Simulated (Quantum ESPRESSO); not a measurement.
The system is SiO.

```
CELL_PARAMETERS angstrom
0.00000 2.43364 2.43364
2.43364 0.00000 2.43364
2.43364 2.43364 0.00000
ATOMIC_POSITIONS crystal
Si 0.75000 0.75000 0.75000
O 0.00000 0.00000 0.00000
```

The cell was built by a generator and needn't be a form met in nature.

Program: Quantum ESPRESSO 7.5. Alike in all runs: task band structure; potentials or basis SG15 PBE 1.2; no spin polarisation; cell as given; k mesh 9 × 9 × 9; cutoff (eV) 1197; smearing fermi-dirac 0.05 eV.

Order these runs on this cell by their pressure, lowest first.
A. level optB88-vdW
B. level LDA; form of the LDA correlation PZ81
C. level PBE

B (-4.1 GPa), C (0.0 GPa), A (1.8 GPa).

Caveats: the potentials were made for another functional, which shifts forces and pressure (some runs).

Not every run made on this cell is shown here.
